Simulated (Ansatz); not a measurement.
Born–Oppenheimer molecular dynamics of a periodic cell of 21 atoms, CaH$_{12}$Cl$_{2}$O$_{6}$ (host CaH12Cl2O6, host structure P321). It starts from an unrelaxed structure (largest force component 2.41 eV/Å).

The calculation used DFT r2SCAN, scalar-relativistic, plane waves, PAW (Ansatz 0.2.0). Settings: accuracy low, cutoff 200 eV, k mesh 1x1x2, fermi-dirac smearing 0.05 eV, no spin polarisation.

```json
{
 "ensemble": "NVT, Nosé–Hoover chain",
 "time step": "0.5 fs",
 "steps asked": "110",
 "set temperature": "700 K",
 "thermostat": "time constant 100 fs, chain length 3",
 "seed": "394530"
}
```

Frames 0.5 fs apart, positions in Å, forces in eV/Å.

Velocities at 50.0 fs (Å/ps):

```
Ca -1.15 -2.21 -0.90
H 35.91 -4.48 5.90
H -42.81 18.09 -21.29
H -11.10 -8.98 -50.65
H 44.41 -6.72 3.37
H 7.37 -42.19 -24.70
H -32.45 0.11 33.94
H -33.28 9.46 19.75
H -32.56 24.81 -0.54
H 5.66 -12.71 44.59
H 2.05 46.50 -8.18
H -11.01 42.77 -14.77
H -14.89 -19.02 -40.88
Cl -0.52 -1.25 -0.98
Cl 1.76 2.41 3.06
O 4.92 1.66 2.84
O -3.45 -0.56 0.96
O -2.31 -1.37 1.23
O 7.99 6.60 -1.17
O 2.99 -2.16 -0.22
O -4.80 -4.22 -2.63
```

```xyz
21
Lattice="8.0417 0.0000 0.0000 -4.0209 6.9643 0.0000 0.0000 0.0000 4.1109" Properties=species:S:1:pos:R:3:forces:R:3 time_fs=50.0 energy_less_start_eV=0.297 T=609
Ca -0.109 -0.101 -0.145 0.17 0.40 0.41
H -2.252 5.431 2.485 -1.05 0.19 -0.65
H 0.655 2.350 2.088 0.21 -0.30 -0.04
H 1.879 6.431 1.785 -0.77 -0.61 0.32
H 1.823 1.367 1.912 -0.03 0.45 0.10
H 4.909 4.338 2.127 -0.89 -0.56 -0.21
H 5.829 0.955 1.853 -0.65 0.87 0.04
H -0.989 3.256 0.531 0.58 1.26 0.46
H 1.716 4.787 0.186 1.13 0.05 0.09
H -1.115 6.352 0.804 -0.29 0.47 -0.90
H 3.017 0.656 4.010 -0.76 -1.12 0.22
H 5.859 2.577 4.064 -1.49 0.25 -0.63
H 2.751 4.097 3.499 0.60 -1.47 -1.38
Cl 4.019 2.234 2.328 0.00 -0.08 0.21
Cl 0.179 4.751 1.794 -0.16 0.13 -0.07
O 0.881 1.417 2.057 -0.09 0.05 0.15
O -3.164 5.289 2.145 1.98 0.64 0.70
O 6.433 0.235 1.893 0.87 -1.19 0.17
O 2.674 4.798 -0.023 -1.47 1.77 1.24
O -1.322 2.436 0.253 1.07 -1.67 -0.34
O 2.423 -0.089 0.137 1.05 0.47 0.12
21
Lattice="8.0417 0.0000 0.0000 -4.0209 6.9643 0.0000 0.0000 0.0000 4.1109" Properties=species:S:1:pos:R:3:forces:R:3 time_fs=50.5 energy_less_start_eV=0.393 T=574
Ca -0.110 -0.102 -0.146 0.20 0.39 0.40
H -2.236 5.429 2.487 -1.66 0.08 -0.83
H 0.634 2.359 2.077 0.51 -0.89 -0.05
H 1.872 6.426 1.760 -0.43 -0.17 0.42
H 1.845 1.364 1.913 -0.99 0.63 0.23
H 4.912 4.316 2.114 -0.90 0.52 -0.14
H 5.812 0.956 1.870 -0.24 0.42 0.05
H -1.005 3.262 0.542 0.62 1.02 0.43
H 1.701 4.799 0.186 1.79 0.00 -0.06
H -1.112 6.346 0.826 -0.60 0.90 -1.46
H 3.017 0.678 4.006 -1.14 -1.74 0.44
H 5.852 2.599 4.055 -0.65 -0.04 -0.36
H 2.745 4.086 3.477 0.44 -0.26 -0.35
Cl 4.019 2.233 2.328 0.00 -0.07 0.22
Cl 0.179 4.752 1.796 -0.18 0.14 -0.08
O 0.883 1.418 2.058 0.54 0.46 0.03
O -3.165 5.289 2.146 2.58 -0.33 0.83
O 6.432 0.234 1.894 0.13 -1.16 0.06
O 2.678 4.801 -0.024 -1.98 0.60 0.39
O -1.320 2.435 0.253 0.18 -1.13 -0.60
O 2.421 -0.091 0.136 1.78 0.65 0.44
21
Lattice="8.0417 0.0000 0.0000 -4.0209 6.9643 0.0000 0.0000 0.0000 4.1109" Properties=species:S:1:pos:R:3:forces:R:3 time_fs=51.0 energy_less_start_eV=0.597 T=498
Ca -0.111 -0.103 -0.146 0.21 0.38 0.39
H -2.223 5.427 2.487 -2.05 -0.01 -0.94
H 0.614 2.365 2.066 0.78 -1.33 -0.04
H 1.865 6.420 1.736 -0.08 0.27 0.55
H 1.865 1.363 1.916 -1.69 0.76 0.31
H 4.912 4.296 2.101 -0.89 1.35 -0.05
H 5.794 0.958 1.887 0.18 -0.04 0.04
H -1.019 3.271 0.553 0.60 0.60 0.33
H 1.690 4.812 0.186 2.21 -0.06 -0.16
H -1.111 6.342 0.843 -0.79 1.17 -1.84
H 3.014 0.696 4.003 -1.36 -2.15 0.58
H 5.843 2.620 4.046 0.19 -0.35 -0.08
H 2.739 4.074 3.454 0.33 0.76 0.53
Cl 4.019 2.233 2.327 0.01 -0.07 0.22
Cl 0.180 4.753 1.797 -0.19 0.16 -0.09
O 0.886 1.419 2.060 0.95 0.76 -0.06
O -3.167 5.288 2.146 2.95 -1.08 0.86
O 6.431 0.233 1.895 -0.64 -1.13 -0.04
O 2.681 4.805 -0.024 -2.30 -0.38 -0.37
O -1.318 2.434 0.253 -0.62 -0.38 -0.79
O 2.419 -0.093 0.135 2.21 0.78 0.66
21
Lattice="8.0417 0.0000 0.0000 -4.0209 6.9643 0.0000 0.0000 0.0000 4.1109" Properties=species:S:1:pos:R:3:forces:R:3 time_fs=51.5 energy_less_start_eV=0.835 T=408
Ca -0.111 -0.104 -0.147 0.22 0.37 0.38
H -2.215 5.426 2.485 -2.25 -0.07 -0.98
H 0.596 2.369 2.055 0.99 -1.60 -0.01
H 1.857 6.415 1.714 0.22 0.65 0.69
H 1.881 1.363 1.919 -2.15 0.86 0.35
H 4.910 4.278 2.088 -0.88 1.93 0.04
H 5.777 0.960 1.904 0.56 -0.45 0.01
H -1.032 3.281 0.566 0.54 0.08 0.18
H 1.685 4.824 0.185 2.43 -0.12 -0.23
H -1.112 6.341 0.857 -0.88 1.32 -2.06
H 3.008 0.709 4.002 -1.45 -2.38 0.67
H 5.835 2.641 4.037 0.89 -0.65 0.16
H 2.734 4.064 3.432 0.26 1.49 1.19
Cl 4.019 2.232 2.327 0.02 -0.06 0.21
Cl 0.181 4.754 1.798 -0.21 0.16 -0.11
O 0.889 1.420 2.061 1.18 0.94 -0.12
O -3.167 5.288 2.147 3.13 -1.61 0.81
O 6.430 0.232 1.895 -1.31 -1.10 -0.14
O 2.685 4.808 -0.025 -2.47 -1.07 -0.96
O -1.317 2.432 0.253 -1.25 0.44 -0.88
O 2.417 -0.095 0.134 2.42 0.85 0.79
21
Lattice="8.0417 0.0000 0.0000 -4.0209 6.9643 0.0000 0.0000 0.0000 4.1109" Properties=species:S:1:pos:R:3:forces:R:3 time_fs=52.0 energy_less_start_eV=1.027 T=336
Ca -0.112 -0.105 -0.147 0.22 0.37 0.37
H -2.213 5.423 2.481 -2.29 -0.11 -0.96
H 0.580 2.368 2.045 1.14 -1.73 0.02
H 1.850 6.412 1.693 0.45 0.93 0.83
H 1.891 1.365 1.923 -2.40 0.93 0.36
H 4.907 4.266 2.075 -0.84 2.28 0.13
H 5.761 0.961 1.922 0.87 -0.75 -0.04
H -1.044 3.292 0.578 0.49 -0.45 0.01
H 1.685 4.836 0.184 2.49 -0.18 -0.26
H -1.115 6.344 0.865 -0.90 1.38 -2.16
H 2.999 0.716 4.002 -1.43 -2.46 0.70
H 5.828 2.660 4.028 1.39 -0.90 0.33
H 2.730 4.057 3.413 0.23 1.96 1.63
Cl 4.018 2.231 2.326 0.03 -0.05 0.21
Cl 0.182 4.755 1.800 -0.22 0.17 -0.11
O 0.892 1.421 2.063 1.25 0.99 -0.15
O -3.167 5.287 2.148 3.12 -1.93 0.71
O 6.428 0.231 1.896 -1.84 -1.07 -0.21
O 2.688 4.811 -0.025 -2.51 -1.50 -1.36
O -1.316 2.431 0.252 -1.69 1.23 -0.89
O 2.416 -0.097 0.133 2.44 0.88 0.85
21
Lattice="8.0417 0.0000 0.0000 -4.0209 6.9643 0.0000 0.0000 0.0000 4.1109" Properties=species:S:1:pos:R:3:forces:R:3 time_fs=52.5 energy_less_start_eV=1.116 T=303
Ca -0.112 -0.106 -0.147 0.22 0.37 0.37
H -2.216 5.421 2.474 -2.16 -0.13 -0.89
H 0.567 2.364 2.034 1.22 -1.70 0.05
H 1.844 6.411 1.674 0.60 1.11 0.94
H 1.896 1.370 1.928 -2.45 0.97 0.35
H 4.901 4.258 2.062 -0.80 2.46 0.20
H 5.747 0.960 1.939 1.09 -0.95 -0.09
H -1.055 3.301 0.591 0.45 -0.90 -0.14
H 1.691 4.848 0.182 2.40 -0.23 -0.26
H -1.120 6.349 0.868 -0.85 1.34 -2.14
H 2.986 0.717 4.004 -1.32 -2.39 0.69
H 5.825 2.677 4.020 1.70 -1.11 0.44
H 2.726 4.055 3.398 0.22 2.21 1.89
Cl 4.018 2.231 2.326 0.03 -0.04 0.20
Cl 0.183 4.757 1.802 -0.23 0.17 -0.12
O 0.895 1.422 2.064 1.20 0.92 -0.17
O -3.167 5.286 2.149 2.95 -2.10 0.57
O 6.427 0.229 1.897 -2.21 -1.03 -0.26
O 2.690 4.814 -0.026 -2.41 -1.72 -1.62
O -1.315 2.430 0.252 -1.95 1.90 -0.85
O 2.415 -0.099 0.132 2.30 0.85 0.85
21
Lattice="8.0417 0.0000 0.0000 -4.0209 6.9643 0.0000 0.0000 0.0000 4.1109" Properties=species:S:1:pos:R:3:forces:R:3 time_fs=53.0 energy_less_start_eV=1.077 T=318
Ca -0.113 -0.107 -0.148 0.22 0.38 0.37
H -2.224 5.418 2.465 -1.83 -0.13 -0.77
H 0.557 2.355 2.023 1.23 -1.52 0.08
H 1.839 6.412 1.657 0.68 1.17 1.02
H 1.895 1.377 1.933 -2.31 0.98 0.31
H 4.893 4.257 2.050 -0.75 2.49 0.27
H 5.736 0.957 1.956 1.22 -1.04 -0.14
H -1.064 3.308 0.603 0.45 -1.25 -0.26
H 1.704 4.859 0.179 2.13 -0.27 -0.23
H -1.127 6.358 0.866 -0.74 1.22 -1.99
H 2.970 0.712 4.007 -1.11 -2.15 0.62
H 5.826 2.692 4.013 1.83 -1.26 0.49
H 2.723 4.059 3.388 0.22 2.30 2.00
Cl 4.018 2.230 2.325 0.04 -0.03 0.19
Cl 0.184 4.758 1.803 -0.23 0.17 -0.12
O 0.898 1.424 2.065 1.04 0.73 -0.15
O -3.167 5.285 2.150 2.57 -2.15 0.38
O 6.425 0.228 1.897 -2.41 -0.97 -0.27
O 2.692 4.817 -0.027 -2.16 -1.80 -1.77
O -1.314 2.429 0.251 -2.06 2.40 -0.78
O 2.414 -0.100 0.131 1.97 0.74 0.77
21
Lattice="8.0417 0.0000 0.0000 -4.0209 6.9643 0.0000 0.0000 0.0000 4.1109" Properties=species:S:1:pos:R:3:forces:R:3 time_fs=53.5 energy_less_start_eV=0.927 T=375
Ca -0.113 -0.108 -0.148 0.21 0.39 0.37
H -2.236 5.416 2.454 -1.28 -0.09 -0.57
H 0.549 2.343 2.012 1.15 -1.20 0.09
H 1.836 6.417 1.642 0.67 1.12 1.06
H 1.889 1.387 1.940 -1.97 0.96 0.25
H 4.884 4.262 2.038 -0.69 2.38 0.31
H 5.728 0.951 1.973 1.26 -1.04 -0.19
H -1.073 3.312 0.615 0.48 -1.48 -0.35
H 1.721 4.869 0.176 1.65 -0.29 -0.15
H -1.136 6.370 0.860 -0.53 0.99 -1.68
H 2.952 0.702 4.012 -0.77 -1.70 0.49
H 5.832 2.703 4.007 1.80 -1.35 0.47
H 2.720 4.068 3.382 0.23 2.25 1.99
Cl 4.018 2.229 2.325 0.04 -0.02 0.18
Cl 0.184 4.759 1.804 -0.23 0.16 -0.12
O 0.901 1.425 2.067 0.77 0.42 -0.10
O -3.166 5.283 2.151 1.96 -2.08 0.14
O 6.423 0.226 1.898 -2.44 -0.90 -0.26
O 2.694 4.820 -0.029 -1.70 -1.75 -1.84
O -1.313 2.428 0.250 -2.03 2.71 -0.68
O 2.414 -0.101 0.130 1.41 0.52 0.59
21
Lattice="8.0417 0.0000 0.0000 -4.0209 6.9643 0.0000 0.0000 0.0000 4.1109" Properties=species:S:1:pos:R:3:forces:R:3 time_fs=54.0 energy_less_start_eV=0.727 T=451
Ca -0.114 -0.109 -0.148 0.21 0.40 0.36
H -2.252 5.412 2.442 -0.46 -0.02 -0.30
H 0.545 2.328 2.002 0.99 -0.71 0.09
H 1.835 6.423 1.631 0.59 0.95 1.06
H 1.878 1.399 1.947 -1.40 0.92 0.16
H 4.872 4.272 2.027 -0.62 2.10 0.34
H 5.723 0.943 1.989 1.23 -0.96 -0.23
H -1.080 3.313 0.626 0.53 -1.58 -0.38
H 1.742 4.879 0.173 0.92 -0.28 -0.01
H -1.146 6.384 0.849 -0.21 0.62 -1.15
H 2.931 0.688 4.019 -0.26 -0.96 0.27
H 5.842 2.712 4.003 1.62 -1.37 0.39
H 2.718 4.082 3.381 0.24 2.05 1.85
Cl 4.017 2.229 2.325 0.05 -0.02 0.17
Cl 0.185 4.761 1.806 -0.23 0.15 -0.12
O 0.905 1.427 2.068 0.34 -0.03 -0.01
O -3.164 5.281 2.153 1.09 -1.88 -0.16
O 6.420 0.224 1.898 -2.32 -0.81 -0.21
O 2.696 4.822 -0.030 -1.01 -1.58 -1.84
O -1.313 2.428 0.249 -1.87 2.84 -0.56
O 2.414 -0.103 0.130 0.58 0.16 0.29
21
Lattice="8.0417 0.0000 0.0000 -4.0209 6.9643 0.0000 0.0000 0.0000 4.1109" Properties=species:S:1:pos:R:3:forces:R:3 time_fs=54.5 energy_less_start_eV=0.567 T=511
Ca -0.114 -0.110 -0.148 0.21 0.41 0.36
H -2.269 5.409 2.430 0.60 0.09 0.03
H 0.543 2.311 1.992 0.72 -0.08 0.06
H 1.835 6.433 1.621 0.42 0.68 1.00
H 1.863 1.413 1.954 -0.55 0.87 0.05
H 4.860 4.287 2.018 -0.56 1.64 0.32
H 5.720 0.933 2.005 1.12 -0.78 -0.26
H -1.086 3.309 0.636 0.59 -1.56 -0.38
H 1.765 4.888 0.169 -0.06 -0.24 0.20
H -1.157 6.400 0.836 0.25 0.10 -0.39
H 2.910 0.672 4.025 0.41 0.09 -0.03
H 5.856 2.716 3.999 1.26 -1.33 0.25
H 2.716 4.101 3.385 0.26 1.68 1.53
Cl 4.017 2.228 2.324 0.05 -0.02 0.16
Cl 0.186 4.762 1.808 -0.22 0.14 -0.11
O 0.908 1.429 2.069 -0.26 -0.61 0.13
O -3.163 5.279 2.154 -0.03 -1.52 -0.48
O 6.417 0.222 1.899 -2.04 -0.69 -0.13
O 2.697 4.824 -0.032 -0.06 -1.27 -1.73
O -1.313 2.429 0.248 -1.56 2.77 -0.42
O 2.414 -0.104 0.129 -0.56 -0.35 -0.16
```

Of the whole run (55 fs, mean temperature of the second half 456 K): The conserved energy stayed within 0.72 meV per atom of its start (net change -0.72 meV per atom), so the integration is sound. The mean temperature of the second half is 35 % below the set value. A run of 0.055 ps of so small a system gives no equilibrium averages. The plane-wave cutoff is below what these datasets need, so energies and pressures aren't converged. Limits of this set-up: coarse k mesh, low accuracy level.

Time of the run: 7.3 min on 1 thread of Arm Neoverse V1 (shared host), peak memory 0.37 GiB.
